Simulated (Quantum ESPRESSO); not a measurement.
# MgGe2: Wannier functions under several settings

```
CELL_PARAMETERS angstrom
5.52149 -1.84985 0.00000
5.52149 1.84985 0.00000
-3.21762 0.00000 6.00777
ATOMIC_POSITIONS crystal
Ge 0.52923 0.52923 0.29362
Ge 0.47077 0.47077 0.70638
Ge 0.88039 0.88039 0.98544
Ge 0.11961 0.11961 0.01456
Mg 0.81529 0.81529 0.34925
Mg 0.18471 0.18471 0.65075
```

The cell comes from a database or a generator and needn't be the stable form of this composition.

All runs used Quantum ESPRESSO 7.5; potentials GBRV 1.5 LDA; k mesh 6 × 6 × 4; given cell; no spin polarisation; cutoff 612 eV; occupations fermi-dirac, width 0.05 eV.

```csv
level,start,Wannier mesh,spread a function (Å²),RMS miss of the bands (meV)
LDA,atomic projections with disentanglement,5 × 5 × 3,1.82,23
LDA,"atomic projections with disentanglement, not minimised",5 × 5 × 3,?,?
LDA,SCDM with an erfc weight,5 × 5 × 3,4.91,25
```

Q: What stands in the row left open?

A: Spread a function 2.43 Å²; RMS miss of the bands 15 meV.

For the row left open. Caveat: the k mesh is coarse.
